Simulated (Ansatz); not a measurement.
# GaH4O: the cost of one run

All numbers below are computed with Ansatz 0.2.0 (RKS BLYP/def2-mTZVP).

## Step 1: The starting structure

Bond lengths: O1–Ga2 2.044 Å, O1–H3 0.975 Å, O1–H4 0.975 Å, Ga2–H5 1.538 Å, Ga2–H6 1.538 Å. Angles: O1–Ga2–H5 106.2°, O1–Ga2–H6 106.3°, H5–Ga2–H6 147.5°, Ga2–O1–H3 126.6°, Ga2–O1–H4 126.4°, H3–O1–H4 107.0°.

Structure file:

```xyz
6

O     0.0017   -0.9624    0.1344
Ga   -0.0039    1.0618   -0.1474
H    -0.0264   -1.4304    0.9893
H     0.0321   -1.6441   -0.5622
H    -0.0167    1.2829   -1.6693
H     0.0132    1.6922    1.2551
```

## Step 2: Relaxing end A

Input file input.yaml:

```yaml
crystal:
  periodic: [false, false, false]
  atoms:
    - { symbol: O, position_ang: [0.00166, -0.96235, 0.1344] }
    - { symbol: Ga, position_ang: [-0.00386, 1.0618, -0.14738] }
    - { symbol: H, position_ang: [-0.02637, -1.43039, 0.98933] }
    - { symbol: H, position_ang: [0.03205, -1.64409, -0.56216] }
    - { symbol: H, position_ang: [-0.01672, 1.28286, -1.66932] }
    - { symbol: H, position_ang: [0.01324, 1.69216, 1.25513] }
total_charge: 1
basis:
  gaussian: { orbitals: def2-mTZVP }
hamiltonian:
  xc: blyp
relax:
  f_tol: 0.015
  max_steps: 40
output:
  orbitals: {}
```

Run with:

```console
ansatz run input.yaml --threads 1 --pin off --max-ram 2048MiB --backend cpu --events-out ev --progress --plain --runs-dir out
```

**Question.** How long does this run take on 1 thread of an Arm CPU, shared host, and how much memory does it need?

About 10 s, with a peak of 0.11 GiB.
